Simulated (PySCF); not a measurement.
**SbN2⁻ at other levels of theory**

Aim: see what other levels and later steps give for SbN2⁻.

Method: each script names its method and basis; program: PySCF 2.14.0.

3 further runs of the same task are left out: 1 for a known fault of the program, 2 that didn't finish.

### 1 Where the work starts

SbN2⁻: 3 atoms, charge -1, spin multiplicity 1.

Bond lengths: Sb1–N2 1.806 Å, Sb1–N3 1.806 Å. Angles: N2–Sb1–N3 180.0°.

### 2 The base run

The input, input.py:

```python
from pyscf import gto, scf, mp

mol = gto.M(
    atom='Sb 0 0 0; N 0 0 1.8065; N 0 0 -1.8065',
    basis='x2c-svpall',
    charge=-1,
    spin=0,
    verbose=4,
)
mf = scf.RHF(mol)
mf = mf.sfx2c1e()
mf.kernel()
mp.MP2(mf, frozen=20).kernel()
mf.dip_moment()
print('orbital energies (hartree):', mf.mo_energy[..., max(0, mol.nelec[1]-3):mol.nelec[0]+3].round(4))
```

The run is started by

```sh
> OMP_NUM_THREADS=1 python input.py
```

### 3 Frozen orbitals none

Run 1 changes frozen orbitals: 20 → none.

Edit input.py of step 2 so:

```diff
@@ -12,3 +12,3 @@
 mf.kernel()
-mp.MP2(mf, frozen=20).kernel()
+mp.MP2(mf).kernel()
 mf.dip_moment()
```

### 4 SCF alone

Run 2 changes step after the SCF: mp2 → none.

Edit input.py of step 2 so:

```diff
@@ -1,2 +1,2 @@
-from pyscf import gto, scf, mp
+from pyscf import gto, scf
 
@@ -12,3 +12,2 @@
 mf.kernel()
-mp.MP2(mf, frozen=20).kernel()
 mf.dip_moment()
```

Before running it: what results should come out? Wanted: for each run, E(SCF); from base; gap; after the SCF.

**Answer**, as computed:

```csv
run,E(SCF) (hartree),from base (eV),cycles,gap (eV),after the SCF
base,-6585.956282,0,9,10.20,"MP2 correlation -14.817 eV, core frozen"
frozen orbitals none,-6585.956282,0.0000,9,10.20,MP2 correlation -15.290 eV
SCF alone,-6585.956282,0.0000,9,10.20,n/a
```

In words: Total energies from different bases, Hamiltonians or methods carry different errors, so properties are taken as differences within one set-up.
